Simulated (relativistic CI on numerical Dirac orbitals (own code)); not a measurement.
# Re⁺: L2,3 absorption multiplets

Wanted: the shape of the L2,3 absorption spectrum of Re⁺ in 4 surroundings, from the same atomic integrals.

Program: relativistic CI on numerical Dirac orbitals (own code) version 1. Level of theory: Dirac-Coulomb-Breit CI, KLI orbitals optimised for each configuration, model QED (radiative potential, 1s self-energy scaled to tabulated hydrogen-like ionisation energies), valence Slater integrals scaled by 0.9, multiplet model of core-to-valence dipole absorption in a parametric crystal field. These are calculated values, not measurements, unless marked.

**1. The atom as given**

* ion: Re⁺ (Re II)
* nuclear charge: 75
* electrons: 74
* configurations: [Xe] 4f14 5d6 → [He] 2s2 2p5 3s2 3p6 3d10 4s2 4p6 4d10 4f14 5s2 5p6 5d7
* magnetising field for the dichroism, Lz and Sz: exchange field 10 meV on Sz; these come from the lowest magnetised state alone (0 K)
* temperature of the isotropic spectrum: 300 K
* widths: Lorentz 7.5 eV, Gauss 1 eV
* surrounding 1: Oh, 10Dq = 24350 cm⁻¹
* surrounding 2: Oh, 10Dq = 29400 cm⁻¹
* surrounding 3: Oh, 10Dq = 34500 cm⁻¹
* surrounding 4: Oh, 10Dq = 39550 cm⁻¹

**2. Surrounding 1: Oh, 10Dq = 24350**

Settings of the run:

```ini
atom Re  Z=75  charge=1  electrons=74
nucleus A=187  rms_radius_fm=5.3698
hamiltonian dirac-coulomb  breit=on  qed=on  c_scale=1
orbitals kli  potential=per-configuration
slater_scale 0.9
correlation none
mixing on
configurations
  [Xe] 4f14 5d6
  [He] 2s2 2p5 3s2 3p6 3d10 4s2 4p6 4d10 4f14 5s2 5p6 5d7
end
absorption L2,3 T=300 lorentz=7.5 gauss=1
crystal_field Oh 10Dq=24350
```

**3. Surrounding 2: Oh, 10Dq = 29400**

The settings differ from step 2 so:

```diff
@@ -12,2 +12,2 @@
 absorption L2,3 T=300 lorentz=7.5 gauss=1
-crystal_field Oh 10Dq=24350
+crystal_field Oh 10Dq=29400
```

**4. Surrounding 3: Oh, 10Dq = 34500**

The settings differ from step 3 so:

```diff
@@ -12,2 +12,2 @@
 absorption L2,3 T=300 lorentz=7.5 gauss=1
-crystal_field Oh 10Dq=29400
+crystal_field Oh 10Dq=34500
```

**5. Surrounding 4: Oh, 10Dq = 39550**

The settings differ from step 4 so:

```diff
@@ -12,2 +12,2 @@
 absorption L2,3 T=300 lorentz=7.5 gauss=1
-crystal_field Oh 10Dq=34500
+crystal_field Oh 10Dq=39550
```

(Steps that only read results are left out.)

What does the calculation give? Wanted: highest peak, first run; ground spin; share of the lower edge; core spin-orbit splitting.

The runs gave:

| surrounding | ground S | Lz (0 K) | Sz (0 K) | centroid (eV) | share of the lower edge | up to four highest peaks (% of the highest), eV |
| --- | --- | --- | --- | --- | --- | --- |
| 1: Oh | 0.13 | 0.00 | 0.00 | 10825.11 | 0.795 | 10533.5 (100), 11958.0 (26) |
| 2: Oh | 0.08 | 0.00 | 0.00 | 10849.64 | 0.779 | 10534.0 (100), 11958.5 (28) |
| 3: Oh | 0.06 | 0.00 | 0.00 | 10866.96 | 0.767 | 10534.5 (100), 11959.0 (30) |
| 4: Oh | 0.04 | 0.00 | 0.00 | 10879.64 | 0.758 | 10535.0 (100), 11959.5 (32) |

| quantity | value |
| --- | --- |
| highest peak, first run | 10533.5 eV |
| ground spin (effective S from ⟨S²⟩) | 0.04 to 0.13 |
| share of the lower edge | 0.758 to 0.795 |
| core spin-orbit splitting (without Breit) | 1454.30 eV |

**Reading.** The lower edge takes 0.80 of the intensity in surrounding 1, above the statistical 0.67. The position of the maximum differs by up to 1.5 eV between the surroundings, by shifts of peaks or by peaks exchanging rank. Edge positions are free-ion values and differ from those in solids by a few eV or more.
